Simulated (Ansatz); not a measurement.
# BFGeH4, SMILES [BH2][GeH2][F]: a polarisability from point charges

Computed with Ansatz's Python interface.

Script `field_bfgeh4.py`:
```python
'''Response of BFGeH4 to a pair of distant point charges.'''

import warnings

import ansatz as az
import numpy as np

GEOMETRY = '''
B    -0.91910    0.19500   -0.69570
Ge    0.63360   -0.12700    0.45940
F     0.67220   -1.83470    0.83010
H    -1.60840   -0.63560   -1.02470
H    -1.18920    1.33200   -1.09460
H     0.51790    0.71140    1.76910
H     1.95420    0.29090   -0.28940
'''


def main() -> None:
    warnings.simplefilter('ignore', az.DeckWarning)

    molecule = az.Crystal.molecule()
    for line in GEOMETRY.strip().splitlines():
        symbol, *xyz = line.split()
        molecule = molecule.atom(symbol, [float(v) for v in xyz])

    job = (
        molecule.calculation()
        .basis(gaussian='def2-SVP')
        .functional('PBE')
        .forces()
    )
    # charges +q and -q at -R and +R make a nearly even field 2 k q / R^2 at the centre
    centre = np.mean([site.position_ang for site in molecule.cartesian_sites], axis=0)
    field = 2 * 14.399645 * 4.0 / 25.0 ** 2


    def dipole(axis, sign):
        arm = 25.0 * np.eye(3)[axis]
        pair = [{'charge': sign * 4.0, 'position_ang': (centre - arm).tolist()}, {'charge': -sign * 4.0, 'position_ang': (centre + arm).tolist()}]
        deck = job.input().set(az.key.basis.gaussian.point_charges, pair)
        return np.array(az.Session.from_dict(deck).plan().execute().report['charge_distribution']['dipole_moment_e_ang'])


    print(f'field {field:.4f} V/A')
    alpha = np.array([(dipole(axis, 1) - dipole(axis, -1)) / (2 * field) * 14.399645 for axis in range(3)])
    print('polarisability tensor (A^3)')
    print(np.array2string(alpha, precision=3, suppress_small=True))
    print(f'mean {np.trace(alpha) / 3:.3f} A^3 = {np.trace(alpha) / 3 / 0.14818471:.2f} bohr^3')


if __name__ == '__main__':
    main()
```

```console
$ python field_bfgeh4.py
field 0.1843 V/A
polarisability tensor (A^3)
[[ 6.789  0.007  0.94 ]
 [-0.007  5.641 -0.062]
 [ 0.947 -0.044  6.028]]
mean 6.153 A^3 = 41.52 bohr^3
```

The geometry is a force-field or estimated start, not a minimum of this method, and the basis set is short of its limit. The field of two point charges is only nearly even. Without diffuse functions polarisabilities are unreliable, as a rule too low, and they change with the bond lengths of this unrelaxed start. The whole script took 8 s on 1 thread of Intel(R) Xeon(R) Platinum 8488C (Sapphire Rapids) (shared host), peak memory 0.19 GiB.

(Lines on the test bed's own set-up are left out of the output.)
